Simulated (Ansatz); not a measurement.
Write a Python script for Ansatz 0.2.0, Python API that makes a ladder of methods at one geometry of C2H6O2Si, SMILES C[Si]1(O)CO1. Level of theory (for the species named): PBE0, def2-SVP basis, multiplicity 1. The script varies functional: pbe0, b3lyp, r2scan0, lc_wpbe, r2scan.

```yaml
atoms:
  - { symbol: C, position_ang: [-1.4860, -0.6257, -0.0083] }
  - { symbol: Si, position_ang: [0.2180, -0.2076, 0.2359] }
  - { symbol: O, position_ang: [0.9443, -0.7850, 1.5630] }
  - { symbol: C, position_ang: [1.2705, 0.7490, -0.9943] }
  - { symbol: O, position_ang: [0.5798, 1.3953, 0.0888] }
  - { symbol: H, position_ang: [-1.8906, -0.2099, -0.9939] }
  - { symbol: H, position_ang: [-2.1382, -0.1112, 0.7470] }
  - { symbol: H, position_ang: [-1.6892, -1.6405, 0.0122] }
  - { symbol: H, position_ang: [1.2317, -0.0927, 2.2681] }
  - { symbol: H, position_ang: [2.2711, 0.6068, -0.9459] }
  - { symbol: H, position_ang: [0.7538, 0.8646, -1.9520] }
```

The script, `c2h6o2si.py`:
```python
"""C2H6O2Si at several levels of theory."""

from pathlib import Path

import ansatz as az
from ase import Atoms
import numpy as np

atoms = Atoms(["C", "Si", "O", "C", "O", "H", "H", "H", "H", "H", "H"], positions=[
    (-1.486, -0.6257, -0.0083),
    (0.218, -0.2076, 0.2359),
    (0.9443, -0.785, 1.563),
    (1.2705, 0.749, -0.9943),
    (0.5798, 1.3953, 0.0888),
    (-1.8906, -0.2099, -0.9939),
    (-2.1382, -0.1112, 0.747),
    (-1.6892, -1.6405, 0.0122),
    (1.2317, -0.0927, 2.2681),
    (2.2711, 0.6068, -0.9459),
    (0.7538, 0.8646, -1.952),
])
c2h6o2si = az.Crystal.molecule_from_ase(atoms)

calc = c2h6o2si.calculation().basis(gaussian="def2-SVP")

print("functional    E (Ha)        dipole (D)   HOMO (eV)  LUMO (eV)")
for name in ["pbe0", "b3lyp", "r2scan0", "lc_wpbe", "r2scan"]:
    data = calc.functional(name).forces().orbitals().run(runs_dir="runs").report
    lines = Path(data["orbitals_path"]).read_text().splitlines()
    field_of = lambda key: [line.split("=")[1].strip() for line in lines if line.startswith(key)]
    orbitals = [(27.211386 * float(e), s, float(n)) for e, s, n in zip(field_of("Ene="), field_of("Spin="), field_of("Occup="))]
    homo = max(e for e, _, n in orbitals if n > 0.5)
    lumo = min(e for e, _, n in orbitals if n < 0.5)
    dipole = 4.803205 * np.linalg.norm(data["charge_distribution"]["dipole_moment_e_ang"])
    print(f"{name:10s} {data['free_energy_ev'] / 27.211386246:14.6f} {dipole:9.3f} {homo:11.3f} {lumo:10.3f}")
```

`python c2h6o2si.py` gives:
```text
functional    E (Ha)        dipole (D)   HOMO (eV)  LUMO (eV)
pbe0          -519.124963     1.542      -6.320      0.208
b3lyp         -519.519066     1.511      -6.071     -0.063
r2scan0       -519.318814     1.589      -6.488      0.417
lc_wpbe       -519.275643     1.668      -8.980      2.484
r2scan        -519.352645     1.487      -5.298     -0.338
```

Total energies depend on the basis set; only differences at equal settings carry meaning. The geometry is a force-field or estimated start, not a minimum of this method, and the basis set is short of its limit. A lower total doesn't mark the better method: functionals have no common bound, and MP2 and coupled cluster aren't variational. b3lyp holds the VWN-RPA fit, as in Gaussian; the form of ORCA and Turbomole is b3lyp5. Levels such as HOMO and LUMO are orbital energies: with these approximate functionals they aren't the ionisation energy and electron affinity, and their gap isn't the fundamental gap. Timing: 31 s on 1 thread of Arm Neoverse V1, on a shared host, peak memory 0.29 GiB.

(Lines on the test bed's own set-up are left out of the output.)
